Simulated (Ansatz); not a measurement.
# Nd3Au: the cost of one run

Computed with Ansatz 0.2.0 (DFT PBE, scalar-relativistic, plane waves, PAW; 4f electrons in the core of a trivalent norm-conserving potential, unless a step's input says otherwise).

1 further run of the same task is left out (it didn't finish). Runs told in other sessions of the task aren't counted.

## (1) The starting structure

Symmetry: Fm-3m, No. 225, cubic system. The conventional cell has a = 7.472 Å, b = 7.472 Å, c = 7.472 Å, α = 90.00°, β = 90.00°, γ = 90.00°. Nd (site symmetry -43m) is surrounded by 4 Nd at 3.24 Å and 4 Au at 3.24 Å. Around Nd (site symmetry m-3m) lie 8 Nd at 3.24 Å. Around Au (site symmetry m-3m) lie 8 Nd at 3.24 Å.

Structure file:

```
Nd Au
1.0
     0.00000    3.73611    3.73611
     3.73611    0.00000    3.73611
     3.73611    3.73611    0.00000
Nd Au
3 1
Direct
  0.25000 0.25000 0.25000
  0.75000 0.75000 0.75000
  0.50000 0.50000 0.50000
  0.00000 0.00000 0.00000
```

The cell is invented: random cell by space group and Wyckoff sites (Fm-3m, No. 225). The dimensions are guesses.

## (2) A first look at the guess

File input.yaml:

```yaml
crystal:
  lattice:
    - [0.0, 3.73611458, 3.73611458]
    - [3.73611458, 0.0, 3.73611458]
    - [3.73611458, 3.73611458, 0.0]
  atoms:
    - { symbol: Nd, position: [0.25, 0.25, 0.25] }
    - { symbol: Nd, position: [0.75, 0.75, 0.75] }
    - { symbol: Nd, position: [0.5, 0.5, 0.5] }
    - { symbol: Au, position: [0.0, 0.0, 0.0] }
basis:
  ecutwfc: 660
kpoints:
  mp_grid: { grid: [4, 4, 4] }
hamiltonian:
  xc: pbe
  pseudopotentials:
    kind: paw
    azcp: { Nd: "pseudopotentials/pbe/nc/lanthanide_3plus/Nd.nc.azcp" }
scf:
  occupations: { method: gaussian, width: 0.1 }
  lower_state_search: "off"
output:
  forces: true
  stress: true
  eigenvalues: true
```

Started as:

```
$ ansatz run input.yaml --threads 1 --pin off --max-ram 2560MiB --backend cpu --events-out ev --progress --plain --runs-dir out
```

What time and memory should one allow on 1 thread of Intel Xeon at 2.70GHz, shared host?

About 6.5 s, with a peak of 0.41 GiB.
